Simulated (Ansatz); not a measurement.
# SiBPH₆NF: two torsions

Aim: map the energy of BFH6NPSi, SMILES BP[SiH](N)F over two coordinates, and find its wells, ridges and stiffness.

Method: RHF/def2-SVP; program: Ansatz 0.2.0.

## 1. The starting structure

SMILES `BP[SiH](N)F`, 11 atoms, charge 0, spin multiplicity 1.

Atoms are counted from 1 here; the program's logs count them from 0.

Bond lengths: B1–P2 1.853 Å, B1–H6 1.214 Å, B1–H7 1.214 Å, P2–Si3 2.242 Å, P2–H8 1.430 Å, Si3–N4 1.718 Å, Si3–F5 1.646 Å, Si3–H9 1.497 Å, N4–H10 1.023 Å, N4–H11 1.022 Å. Angles: P2–B1–H6 117.8°, P2–B1–H7 120.2°, H6–B1–H7 121.5°, B1–P2–Si3 108.2°, B1–P2–H8 108.5°, Si3–P2–H8 105.3°, P2–Si3–N4 107.0°, P2–Si3–F5 102.8°, P2–Si3–H9 117.9°, N4–Si3–F5 115.7°, N4–Si3–H9 107.2°, F5–Si3–H9 106.6°, Si3–N4–H10 121.3°, Si3–N4–H11 121.0°, H10–N4–H11 112.1°.

Geometry (Å):

```mol
BFH6NPSi
  3D, bonds by distance, orders not assigned

 11 10  0  0  0  0  0  0  0  0999 V2000
   -0.5739    2.3122   -0.5967 B   0  0
    0.1632    0.6786   -1.0684 P   0  0
   -0.0247   -0.7079    0.6837 Si  0  0
    0.5273   -2.2501    0.1663 N   0  0
   -1.6252   -0.6097    1.0569 F   0  0
   -1.6326    2.3056   -0.0030 H   0  0
   -0.0752    3.3453   -0.9942 H   0  0
    1.5698    0.8529   -1.2614 H   0  0
    0.7278   -0.3647    1.9311 H   0  0
    0.7738   -2.9797    0.8392 H   0  0
    0.2350   -2.6396   -0.7327 H   0  0
  1  2  8  0
  1  6  8  0
  1  7  8  0
  2  3  8  0
  2  8  8  0
  3  4  8  0
  3  5  8  0
  3  9  8  0
  4 10  8  0
  4 11  8  0
M  END
```

This geometry comes from a loose relaxation at PBE in a small basis, which is not shown.

## 2. Relaxing the molecule

input.yaml

```yaml
crystal:
  periodic: [false, false, false]
  atoms:
    - { symbol: B, position_ang: [-0.573858, 2.312172, -0.59669] }
    - { symbol: P, position_ang: [0.163199, 0.678646, -1.068411] }
    - { symbol: Si, position_ang: [-0.024664, -0.707941, 0.683697] }
    - { symbol: "N", position_ang: [0.527334, -2.250094, 0.166252] }
    - { symbol: F, position_ang: [-1.625211, -0.609656, 1.056922] }
    - { symbol: H, position_ang: [-1.632571, 2.305555, -0.003016] }
    - { symbol: H, position_ang: [-0.0752, 3.345299, -0.994162] }
    - { symbol: H, position_ang: [1.569827, 0.852936, -1.26136] }
    - { symbol: H, position_ang: [0.727772, -0.364699, 1.931069] }
    - { symbol: H, position_ang: [0.773819, -2.979674, 0.839182] }
    - { symbol: H, position_ang: [0.234953, -2.639645, -0.732683] }
basis:
  gaussian: { orbitals: def2-SVP }
hamiltonian:
  xc: hf
output:
  forces: true
relax:
  f_tol: 0.003
  max_steps: 120
```

On the command line:

```console
$ ansatz run input.yaml --threads 1 --pin off --max-ram 2560MiB --backend cpu --events-out ev --progress --plain --runs-dir out
```

The program printed, cut to the lines that bear on the results:

```text
Warning: RAYON_NUM_THREADS=1 ignored (pool sized by the plan → 1); use --threads N
[...]
Functional definition: HF
[...]
1137 factors; integrals over basis functions are off by at most 4.3e-4 eV
[...]
mean field -22081.54557772 eV, -811.4818325719 hartree, gradient 1.8e-5 eV, S^2 0.000000; 0 other end points of the search recorded, 0 dependent functions left out
[...]
reference -22081.54557772 eV, -811.4818325719 hartree; 28, 28 occupied and 80, 80 virtual orbitals, 1137 factors
relax step   1: F+E_penalty+E_count = -22081.54557772 eV  Δ(F+E_penalty+E_count) = +0.000e0 eV  max|allowed force component| = 1.027e0 eV/Å  Δτ_max = 0.0000 Å  (37 SCF iters, accepted)
[...]
relax step   4: F+E_penalty+E_count = -22081.62830883 eV  Δ(F+E_penalty+E_count) = -2.948e-3 eV  max|allowed force component| = 8.550e-2 eV/Å  Δτ_max = 0.0105 Å  (29 SCF iters, accepted)
[...]
relax step   7: F+E_penalty+E_count = -22081.62994735 eV  Δ(F+E_penalty+E_count) = -6.348e-4 eV  max|allowed force component| = 1.658e-2 eV/Å  Δτ_max = 0.0133 Å  (27 SCF iters, accepted)
[...]
relax step  10: F+E_penalty+E_count = -22081.63020557 eV  Δ(F+E_penalty+E_count) = -2.621e-5 eV  max|allowed force component| = 1.476e-2 eV/Å  Δτ_max = 0.0068 Å  (28 SCF iters, accepted)
[...]
relax step  12: F+E_penalty+E_count = -22081.63022260 eV  Δ(F+E_penalty+E_count) = -1.703e-5 eV  max|allowed force component| = 5.993e-3 eV/Å  Δτ_max = 0.0029 Å  (27 SCF iters, accepted)
[...]
relax step  13: F+E_penalty+E_count = -22081.63022929 eV  Δ(F+E_penalty+E_count) = -6.697e-6 eV  max|allowed force component| = 2.172e-3 eV/Å  Δτ_max = 0.0011 Å  (23 SCF iters, accepted)
1137 factors; integrals over basis functions are off by at most 4.2e-4 eV
[...]
mean field -22081.63022929 eV, -811.4849434600 hartree, gradient 6.6e-5 eV, S^2 0.000000; 1 other end points of the search recorded, 0 dependent functions left out
[...]
reference -22081.63022929 eV, -811.4849434600 hartree; 28, 28 occupied and 80, 80 virtual orbitals, 1137 factors
Total energy: -22081.63022929 eV, -811.4849434600 hartree
Atom 0 at    -0.572707     2.329825    -0.590581 Å, force     0.001010    -0.002172    -0.000319 eV/Å
Atom 1 at     0.129451     0.656731    -1.104803 Å, force    -0.001205     0.001642     0.001610 eV/Å
Atom 2 at    -0.030771    -0.720042     0.657667 Å, force    -0.000814    -0.000758    -0.000308 eV/Å
Atom 3 at     0.509932    -2.259319     0.185546 Å, force    -0.000662     0.000323     0.000602 eV/Å
Atom 4 at    -1.600430    -0.661589     1.041369 Å, force     0.001314     0.000292    -0.000847 eV/Å
Atom 5 at    -1.608909     2.365598     0.005189 Å, force     0.000475     0.000981    -0.000397 eV/Å
Atom 6 at    -0.039359     3.339673    -0.947566 Å, force    -0.000985    -0.000174     0.000163 eV/Å
Atom 7 at     1.515027     0.841031    -1.252687 Å, force     0.000303    -0.000357    -0.000125 eV/Å
Atom 8 at     0.693017    -0.335879     1.878818 Å, force     0.000007     0.000078    -0.000008 eV/Å
Atom 9 at     0.789827    -2.953406     0.850915 Å, force     0.000397     0.000205    -0.000297 eV/Å
Atom 10 at     0.280322    -2.659726    -0.703068 Å, force     0.000160    -0.000060    -0.000074 eV/Å
Dipole moment:     0.403177    -0.304598     0.019966 e Å
```

Wall time 40 s (1 thread of Arm Neoverse V2, shared host); peak memory 0.22 GiB.

The steps of the relaxation:

```tsv
step	energy from step 1 (eV)	largest force component (eV/Å)
1	0.0000	1.0269
2	-0.0629	0.4639
3	-0.0798	0.2034
4	-0.0827	0.0855
5	-0.0837	0.0307
6	-0.0837	0.0522
7	-0.0844	0.0166
8	-0.0845	0.0097
9	-0.0846	0.0227
10	-0.0846	0.0148
11	-0.0846	0.0327
12	-0.0846	0.0060
13	-0.0847	0.0022
```

Bond lengths before and after, largest changes first:

```tsv
bond	before (Å)	after (Å)	change (Å)
B1–P2	1.853	1.886	+0.033
Si3–F5	1.646	1.617	-0.029
Si3–H9	1.497	1.471	-0.026
P2–H8	1.430	1.406	-0.025
N4–H10	1.023	1.001	-0.021
N4–H11	1.022	1.001	-0.021
Si3–N4	1.718	1.698	-0.019
B1–H6	1.214	1.196	-0.018
```

## 3. The grid

The axes are (1) dihedral B1–P2–Si3–N4: 12 values from −180 to 150 °, periodic; (2) dihedral H6–B1–P2–Si3: 12 values from −180 to 150 °, periodic.

Nothing else is relaxed (all other coordinates rigid). Energies count from the relaxed molecule at the same level. Points are written as (first, second).

Of the runs on the grid, 3 are shown in the steps below; the others differ only in the two coordinates.

## 4. The run at (−120°, 150°)

input.yaml

```yaml
crystal:
  periodic: [false, false, false]
  atoms:
    - { symbol: B, position_ang: [-0.572707, 2.329825, -0.590581] }
    - { symbol: P, position_ang: [0.129451, 0.656731, -1.104803] }
    - { symbol: Si, position_ang: [1.304331, 0.961403, -2.990092] }
    - { symbol: "N", position_ang: [0.617993, -0.00053, -4.210033] }
    - { symbol: F, position_ang: [2.805349, 0.527233, -2.574264] }
    - { symbol: H, position_ang: [-1.608909, 2.365598, 0.005189] }
    - { symbol: H, position_ang: [-0.039359, 3.339673, -0.947566] }
    - { symbol: H, position_ang: [-0.966739, -0.117591, -1.522472] }
    - { symbol: H, position_ang: [1.413451, 2.336676, -3.499383] }
    - { symbol: H, position_ang: [0.787074, 0.170277, -5.18217] }
    - { symbol: H, position_ang: [0.298479, -0.934398, -4.04126] }
basis:
  gaussian: { orbitals: def2-SVP }
hamiltonian:
  xc: hf
output:
  forces: true
```

On the command line:

```console
$ ansatz run input.yaml --threads 1 --pin off --max-ram 2560MiB --backend cpu --events-out ev --progress --plain --runs-dir out
```

The program printed, cut to the lines that bear on the results:

```text
Warning: RAYON_NUM_THREADS=1 ignored (pool sized by the plan → 1); use --threads N
[...]
[... 1 set-up line as earlier in the session ...]
[...]
1051 factors; integrals over basis functions are off by at most 1.3e-3 eV
[...]
mean field -22081.43462113 eV, -811.4777549925 hartree, gradient 1.9e-5 eV, S^2 0.000000; 0 other end points of the search recorded, 0 dependent functions left out
[...]
reference -22081.43462113 eV, -811.4777549925 hartree; 28, 28 occupied and 80, 80 virtual orbitals, 1051 factors
Total energy: -22081.43462113 eV, -811.4777549925 hartree
Atom 0 at    -0.572707     2.329825    -0.590581 Å, force    -0.485165    -0.054790    -0.659303 eV/Å
Atom 1 at     0.129451     0.656731    -1.104803 Å, force     0.178623     0.056463     0.225517 eV/Å
Atom 2 at     1.304331     0.961403    -2.990092 Å, force    -0.100875    -0.061333    -0.003336 eV/Å
Atom 3 at     0.617993    -0.000530    -4.210033 Å, force     0.027320    -0.115077    -0.102015 eV/Å
Atom 4 at     2.805349     0.527233    -2.574264 Å, force     0.101450     0.053775    -0.164626 eV/Å
Atom 5 at    -1.608909     2.365598     0.005189 Å, force     0.060691     0.031020     0.139258 eV/Å
Atom 6 at    -0.039359     3.339673    -0.947566 Å, force     0.235193     0.031313     0.392492 eV/Å
Atom 7 at    -0.966739    -0.117591    -1.522472 Å, force    -0.057080     0.082520     0.109565 eV/Å
Atom 8 at     1.413451     2.336676    -3.499383 Å, force     0.007605     0.016680     0.124178 eV/Å
Atom 9 at     0.787074     0.170277    -5.182170 Å, force     0.028924    -0.041311    -0.000261 eV/Å
Atom 10 at     0.298479    -0.934398    -4.041260 Å, force     0.003314     0.000739    -0.061470 eV/Å
Dipole moment:    -0.373970    -0.080793    -0.437740 e Å
```

Wall time 1.8 s (1 thread of Arm Neoverse V2, shared host); peak memory 0.19 GiB.

On the map this point reads 19 kJ/mol.

## 5. Grid point (120°, −60°)

input.yaml

```yaml
crystal:
  periodic: [false, false, false]
  atoms:
    - { symbol: B, position_ang: [-0.572707, 2.329825, -0.590581] }
    - { symbol: P, position_ang: [0.129451, 0.656731, -1.104803] }
    - { symbol: Si, position_ang: [0.463035, -0.544002, 0.759181] }
    - { symbol: "N", position_ang: [-0.475071, -1.956447, 0.661256] }
    - { symbol: F, position_ang: [0.016542, 0.463347, 1.94255] }
    - { symbol: H, position_ang: [-1.608909, 2.365598, 0.005189] }
    - { symbol: H, position_ang: [-0.039359, 3.339673, -0.947566] }
    - { symbol: H, position_ang: [1.431307, 0.90443, -1.573283] }
    - { symbol: H, position_ang: [1.846624, -0.934634, 1.068617] }
    - { symbol: H, position_ang: [-0.287867, -2.761169, 1.22711] }
    - { symbol: H, position_ang: [-1.410652, -1.955808, 0.304367] }
basis:
  gaussian: { orbitals: def2-SVP }
hamiltonian:
  xc: hf
output:
  forces: true
```

On the command line:

```console
$ ansatz run input.yaml --threads 1 --pin off --max-ram 2560MiB --backend cpu --events-out ev --progress --plain --runs-dir out
```

The program printed, cut to the lines that bear on the results:

```text
Warning: RAYON_NUM_THREADS=1 ignored (pool sized by the plan → 1); use --threads N
[...]
[... 1 set-up line as earlier in the session ...]
[...]
1050 factors; integrals over basis functions are off by at most 1.2e-3 eV
[...]
mean field -22081.49433284 eV, -811.4799493575 hartree, gradient 8.2e-5 eV, S^2 0.000000; 0 other end points of the search recorded, 0 dependent functions left out
[...]
reference -22081.49433284 eV, -811.4799493575 hartree; 28, 28 occupied and 80, 80 virtual orbitals, 1050 factors
Total energy: -22081.49433284 eV, -811.4799493575 hartree
Atom 0 at    -0.572707     2.329825    -0.590581 Å, force     0.122144     0.125637     0.120437 eV/Å
Atom 1 at     0.129451     0.656731    -1.104803 Å, force     0.049536    -0.092656    -0.493408 eV/Å
Atom 2 at     0.463035    -0.544002     0.759181 Å, force    -0.111796    -0.025628    -0.023477 eV/Å
Atom 3 at    -0.475071    -1.956447     0.661256 Å, force     0.001462    -0.027460     0.154386 eV/Å
Atom 4 at     0.016542     0.463347     1.942550 Å, force    -0.088939    -0.066816     0.317830 eV/Å
Atom 5 at    -1.608909     2.365598     0.005189 Å, force     0.053319    -0.026014     0.076285 eV/Å
Atom 6 at    -0.039359     3.339673    -0.947566 Å, force    -0.108467     0.028574    -0.107269 eV/Å
Atom 7 at     1.431307     0.904430    -1.573283 Å, force     0.057294     0.020593     0.125951 eV/Å
Atom 8 at     1.846624    -0.934634     1.068617 Å, force     0.029979     0.073951    -0.155513 eV/Å
Atom 9 at    -0.287867    -2.761169     1.227110 Å, force    -0.033113     0.017653     0.040279 eV/Å
Atom 10 at    -1.410652    -1.955808     0.304367 Å, force     0.028580    -0.027835    -0.055502 eV/Å
Dipole moment:     0.024723    -0.398984    -0.000691 e Å
```

It took 1.8 s on 1 thread of Arm Neoverse V2, shared host; peak memory 0.18 GiB.

On the map this point reads 13 kJ/mol.

## 6. The run at (−180°, −60°)

input.yaml

```yaml
crystal:
  periodic: [false, false, false]
  atoms:
    - { symbol: B, position_ang: [-0.572707, 2.329825, -0.590581] }
    - { symbol: P, position_ang: [0.129451, 0.656731, -1.104803] }
    - { symbol: Si, position_ang: [0.463035, -0.544002, 0.759181] }
    - { symbol: "N", position_ang: [1.096104, -2.056351, 0.315719] }
    - { symbol: F, position_ang: [-1.006146, -0.615426, 1.430654] }
    - { symbol: H, position_ang: [-1.608909, 2.365598, 0.005189] }
    - { symbol: H, position_ang: [-0.039359, 3.339673, -0.947566] }
    - { symbol: H, position_ang: [1.431307, 0.90443, -1.573283] }
    - { symbol: H, position_ang: [1.342564, 0.036912, 1.784671] }
    - { symbol: H, position_ang: [1.575755, -2.645642, 0.968011] }
    - { symbol: H, position_ang: [0.760919, -2.566811, -0.477857] }
basis:
  gaussian: { orbitals: def2-SVP }
hamiltonian:
  xc: hf
output:
  forces: true
```

On the command line:

```console
$ ansatz run input.yaml --threads 1 --pin off --max-ram 2560MiB --backend cpu --events-out ev --progress --plain --runs-dir out
```

The program printed, cut to the lines that bear on the results:

```text
Warning: RAYON_NUM_THREADS=1 ignored (pool sized by the plan → 1); use --threads N
[...]
[... 1 set-up line as earlier in the session ...]
[...]
1050 factors; integrals over basis functions are off by at most 1.2e-3 eV
[...]
mean field -22081.59484162 eV, -811.4836429871 hartree, gradient 1.8e-5 eV, S^2 0.000000; 0 other end points of the search recorded, 0 dependent functions left out
[...]
reference -22081.59484162 eV, -811.4836429871 hartree; 28, 28 occupied and 80, 80 virtual orbitals, 1050 factors
Total energy: -22081.59484162 eV, -811.4836429871 hartree
Atom 0 at    -0.572707     2.329825    -0.590581 Å, force     0.024380     0.066029    -0.015739 eV/Å
Atom 1 at     0.129451     0.656731    -1.104803 Å, force    -0.043927    -0.087444    -0.161892 eV/Å
Atom 2 at     0.463035    -0.544002     0.759181 Å, force    -0.041723    -0.032061     0.007983 eV/Å
Atom 3 at     1.096104    -2.056351     0.315719 Å, force    -0.015747     0.022669    -0.015643 eV/Å
Atom 4 at    -1.006146    -0.615426     1.430654 Å, force     0.018753     0.013226     0.001322 eV/Å
Atom 5 at    -1.608909     2.365598     0.005189 Å, force     0.072769    -0.021112     0.123007 eV/Å
Atom 6 at    -0.039359     3.339673    -0.947566 Å, force    -0.084902     0.017550    -0.084426 eV/Å
Atom 7 at     1.431307     0.904430    -1.573283 Å, force     0.072753     0.016345     0.149231 eV/Å
Atom 8 at     1.342564     0.036912     1.784671 Å, force    -0.006914    -0.001432    -0.005860 eV/Å
Atom 9 at     1.575755    -2.645642     0.968011 Å, force     0.007599     0.007712     0.001471 eV/Å
Atom 10 at     0.760919    -2.566811    -0.477857 Å, force    -0.003041    -0.001483     0.000546 eV/Å
Dipole moment:     0.434766    -0.265680    -0.024847 e Å
```

It took 1.8 s on 1 thread of Arm Neoverse V2, shared host; peak memory 0.18 GiB.

That is 3.4 kJ/mol from the zero.

## 7. The map

144 points were computed. Energies in kJ/mol, from the relaxed molecule at the same level:

| dihedral H6–B1–P2–Si3 (°) ↓, dihedral B1–P2–Si3–N4 (°) → | −180 | −150 | −120 | −90 | −60 | −30 | 0 | 30 | 60 | 90 | 120 | 150 |
| --- | --- | --- | --- | --- | --- | --- | --- | --- | --- | --- | --- | --- |
| 150 | 7 | 12 | 19 | 21 | 19 | 18 | 17 | 14 | 15 | 20 | 18 | 11 |
| 120 | 6 | 11 | 18 | 20 | 17 | 15 | 16 | 13 | 14 | 18 | 17 | 10 |
| 90 | 30 | 36 | 44 | 47 | 43 | 39 | 40 | 41 | 41 | 43 | 40 | 33 |
| 60 | 59 | 67 | 76 | 79 | 75 | 70 | 69 | 73 | 75 | 75 | 69 | 61 |
| 30 | 60 | 67 | 77 | 80 | 76 | 73 | 71 | 72 | 76 | 76 | 70 | 61 |
| 0 | 30 | 36 | 44 | 47 | 45 | 43 | 42 | 39 | 42 | 44 | 41 | 33 |
| −30 | 4 | 9 | 16 | 18 | 16 | 15 | 14 | 11 | 12 | 16 | 15 | 8 |
| −60 | 3 | 8 | 15 | 17 | 14 | 12 | 13 | 10 | 11 | 14 | 13 | 7 |
| −90 | 28 | 34 | 42 | 44 | 41 | 37 | 38 | 39 | 39 | 41 | 37 | 31 |
| −120 | 58 | 66 | 76 | 78 | 74 | 69 | 69 | 73 | 74 | 74 | 68 | 60 |
| −150 | 60 | 68 | 78 | 81 | 77 | 74 | 71 | 73 | 77 | 77 | 71 | 62 |
| −180 | 32 | 38 | 46 | 50 | 47 | 45 | 44 | 41 | 44 | 47 | 44 | 35 |

The dipole moment (D) at each point:

```tsv
dihedral H6–B1–P2–Si3 (°) ↓, dihedral B1–P2–Si3–N4 (°) →	−180	−150	−120	−90	−60	−30	0	30	60	90	120	150
150	2.33	2.60	2.79	2.83	2.74	2.52	2.19	1.89	1.75	1.69	1.82	2.07
120	2.37	2.63	2.81	2.85	2.78	2.58	2.27	1.98	1.83	1.78	1.88	2.12
90	2.26	2.59	2.85	2.97	2.94	2.78	2.46	2.13	1.88	1.71	1.73	1.95
60	2.07	2.54	2.93	3.14	3.16	2.99	2.65	2.24	1.83	1.46	1.38	1.65
30	2.10	2.58	2.97	3.15	3.14	2.92	2.53	2.11	1.67	1.30	1.29	1.64
0	2.29	2.66	2.93	3.00	2.91	2.66	2.25	1.87	1.59	1.44	1.59	1.92
−30	2.43	2.72	2.91	2.93	2.81	2.55	2.18	1.84	1.68	1.65	1.84	2.13
−60	2.45	2.72	2.91	2.94	2.86	2.64	2.30	1.99	1.84	1.79	1.92	2.18
−90	2.30	2.63	2.90	3.01	3.00	2.84	2.52	2.18	1.94	1.78	1.79	2.00
−120	2.05	2.50	2.90	3.13	3.18	3.03	2.72	2.33	1.94	1.57	1.45	1.66
−150	1.99	2.47	2.87	3.09	3.12	2.94	2.60	2.22	1.81	1.41	1.32	1.58
−180	2.17	2.53	2.81	2.91	2.87	2.65	2.30	1.97	1.71	1.52	1.59	1.85
```

Energy (kJ/mol) at eleven even steps along the easiest path on the interpolated surface, from its minimum near (−180°, −60°): 0, 0, 3, 6, 10, 11, 12, 11, 9, 7, 6.

## 8. Summary of results

| quantity | value |
| --- | --- |
| lowest point | (−180°, −60°), 3.4 kJ/mol |
| highest computed point | (−90°, −150°), 77 kJ/mol above the lowest |
| dipole moment (D) | 1.29 at (120°, 30°) to 3.18 at (−60°, −120°); 2.45 at the lowest point |
| time for the whole task | 6.7 min on 1 thread, shared host |

In words: The lowest computed point is at (−180°, −60°), 3.4 kJ/mol from the relaxed molecule at the same level. Higher local minima lie near (−180°, 120°) (2.8 kJ/mol above the lowest at that grid point); (30°, −60°) (7 kJ/mol above the lowest at that grid point); (−30°, −60°) (9 kJ/mol above the lowest at that grid point). The highest computed point, (−90°, −150°), lies 77 kJ/mol above the lowest. On the interpolated surface the easiest way out of the lowest well to the well at (30°, −60°) passes a barrier of about 12 kJ/mol. Round the minimum the two coordinates are nearly uncoupled.
